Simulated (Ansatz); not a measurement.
SrSiGe, space group P-6m2: a comparison of norm-conserving and PAW potentials, run with the Python package of Ansatz (0.2.0).

`nc_paw_srsige.py`
```python
"""Norm-conserving against PAW potentials for SrSiGe."""

import ansatz as az
import numpy as np


def count_gap(report):
    # lowest empty less highest filled band, counting bands; zero where they overlap
    return max(report.get("gap_by_band_count_ev") or 0.0, 0.0)

vectors = np.array([
    [4.33424, 0.0, 0.0],
    [-2.16712, 3.75356, 0.0],
    [0.0, 0.0, 4.53155],
])
xtal = (
    az.Lattice.of(vectors)
    .atom("Sr", (2 / 3, 1 / 3, 0.0))
    .atom("Si", (1 / 3, 2 / 3, 0.5))
    .atom("Ge", (0.0, 0.0, 0.5))
)

calc = (
    xtal.calculation()
    .scf(extra_bands=16)
    .functional("lda")
    .kpoints(5, 5, 4, shift=0.5)
    .occupations("fermi_dirac", width=0.2)
    .stress()
    .forces()
    .band_table()
)
variants = {
    "PAW": calc.pseudopotentials("paw"),
    "norm-conserving": calc.pseudopotentials("nc"),
}
# totals differ by the cores that each treatment holds, so compare what does not depend on them
rows = []
for label, variant in variants.items():
    r = variant.run(threads=1, pin="off").report
    levels = np.array(r["eigenvalues_ev"][0]) - r["fermi_energy_ev"]
    print(label, "levels at the first k-point near E_F:", np.round(levels[np.abs(levels) < 5], 3))
    rows.append((label, r["n_electrons"], np.trace(r["stress_gpa"]) / 3, float(np.abs(r["forces_ev_ang"]).max()), count_gap(r)))
print("     treatment  electrons in bands           P GPa  max force component eV/A  gap by band count eV")
for row in rows:
    print(f"{str(row[0]):>14s}  {row[1]:18.1f}  {row[2]:14.3f}  {row[3]:24.4f}  {row[4]:20.3f}")
```

How well do the two treatments of the cores agree on the pressure?

PAW gives -3.312 GPa and norm-conserving -3.356 GPa, 0.044 GPa apart. They took 4.3 and 10.6 s of processor time.

The output:

```console
$ python nc_paw_srsige.py
DeckWarning: basis.ecutwfc = 420 eV, auto-derived from the records' recommended cutoffs: set by Sr (normal level)
DeckWarning: crystal.symmetry: narrowed to the stabiliser of the k-point mesh — unitary ops 12 → 4; excluded 8 operations that carry a point of the 5×5×4 mesh (shift [0.5, 0.5, 0.5]) off the mesh [...]
PAW levels at the first k-point near E_F: [-4.612 -2.663 -2.339 -0.108  0.597  1.796  2.082  2.976  3.875  4.363
  4.823]
DeckWarning: basis.ecutwfc = 1061.244064 eV, auto-derived from the records' recommended cutoffs: set by Ge (normal level)
norm-conserving levels at the first k-point near E_F: [-4.616 -2.665 -2.339 -0.111  0.6    1.797  2.084  2.978  3.88   4.368
  4.827]
     treatment  electrons in bands           P GPa  max force component eV/A  gap by band count eV
           PAW                28.0          -3.312                    0.0110                 0.000
norm-conserving                28.0          -3.356                    0.0106                 0.000
```
(Warnings from the package without file and line, shortened.)

Caveats:
- The settings weren't tested for convergence.
- The mesh is modest for a metal, so energies can be off by several to tens of meV an atom and pressures by half a GPa or more; differences at equal mesh fare better.
- A Fermi-Dirac width this large means warm electrons, whose thermal share enters the free energy.
- A gap by band count of zero or less means overlapping bands, a metal.
- This cell is a computed structure, which may not be the phase found in nature.
- Levels are Kohn-Sham eigenvalues on this mesh, without spin-orbit coupling.
- Stress is positive in compression.
- Hardware and time: 16 s on 1 thread of Arm Neoverse V1 (shared host), peak memory 0.47 GiB.

(A comment or docstring line of the script was reworded after the run, the code is as it ran; lines on the test bed's own set-up are left out of the output.)
